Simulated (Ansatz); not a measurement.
# GaF: up Jacob's ladder to CCSD(T)

An exercise on one series of results from a longer session: the logs are not shown, and one member is left open.

Method: functionals in def2-TZVPP, the program's frozen cores in correlated methods; program: Ansatz 0.2.0, Gaussian basis.

The runs, in order: LDA (SPW92), PBE-D4, revPBE-D4, BLYP-D4, r2SCAN-D4, B97M-V, PBE0-D4, B3LYP-D4, r2SCANh-D4, r2SCAN0-D4, HSE06-D4, BHLYP-D4, CAM-B3LYP-D4, LC-ωPBE, ωB97X-V, ωB97M-V, B2PLYP, PBE-QIDH; CCSD(T)/def2-SVP; CCSD(T)/def2-TZVPP; CCSD(T)/def2-QZVPP; extrapolation to the limit; RPA on PBE.

## Structure used throughout

All runs share one geometry, relaxed beforehand with PBE0-D4 in a triple-zeta def2 set.

2 atoms, charge 0, spin multiplicity 1.

Atoms are counted from 1 here; the program's logs count them from 0.

Bond lengths: F1–Ga2 1.786 Å.

Set-up of the first run:

Contents of in.yaml:

```yaml
crystal:
  periodic: [false, false, false]
  atoms:
    - {symbol: F, position_ang: [0.000000, 0.000000, 0.006389]}
    - {symbol: Ga, position_ang: [-0.000000, -0.000000, 1.792761]}
basis:
  gaussian: {orbitals: def2-TZVPP}
hamiltonian: {xc: lda}
output: {orbitals: {seedname: orbitals}}
```

The run is started by

```bash
$ ansatz run in.yaml --threads 2 --pin off --events-out ev --progress --plain --max-ram 32768MiB --backend cpu
```

Among the steps run: LDA; PBE-D4 (GGA); revPBE-D4 (GGA); BLYP-D4 (GGA); r2SCAN-D4 (meta-GGA); B97M-V (meta-GGA); PBE0-D4 (hybrid); B3LYP-D4 (hybrid); r2SCANh-D4 (hybrid); r2SCAN0-D4 (hybrid); HSE06-D4 (hybrid); BHLYP-D4 (hybrid); CAM-B3LYP-D4 (range-separated); LC-ωPBE (range-separated); ωB97X-V (range-separated); ωB97M-V (range-separated); B2PLYP (double hybrid); PBE-QIDH (double hybrid).

One table of the session follows, with a row left open; its other results are not shown here.

It belongs to the step «Orbital energies across the functionals». 

```
  functional  HOMO (eV)  LUMO (eV)  gap (eV)
 LDA (SPW92)      -6.96      -2.29      4.67
      PBE-D4      -6.72      -2.09      4.63
   revPBE-D4      -6.63      -2.01      4.62
     BLYP-D4      -6.67      -2.05      4.61
   r2SCAN-D4      -7.02      -1.93      5.08
      B97M-V      -6.82      -2.01      4.82
     PBE0-D4          ?          ?         ?
    B3LYP-D4      -7.69      -1.63      6.06
  r2SCANh-D4      -7.42      -1.67      5.75
  r2SCAN0-D4      -8.01      -1.28      6.72
    HSE06-D4      -7.38      -1.74      5.65
    BHLYP-D4      -8.79      -0.69      8.10
CAM-B3LYP-D4      -9.18      -0.48      8.70
     LC-ωPBE     -10.34       0.63     10.96
     ωB97X-V     -10.02       0.53     10.55
     ωB97M-V     -10.00       0.37     10.37
```

Q: Estimate the row for PBE0-D4 from the others.

The run gave: HOMO (eV): -7.79; LUMO (eV): -1.37; gap (eV): 6.42. In the column «HOMO (eV)» it lies between r2SCAN0-D4 (-8.01) and B3LYP-D4 (-7.69).
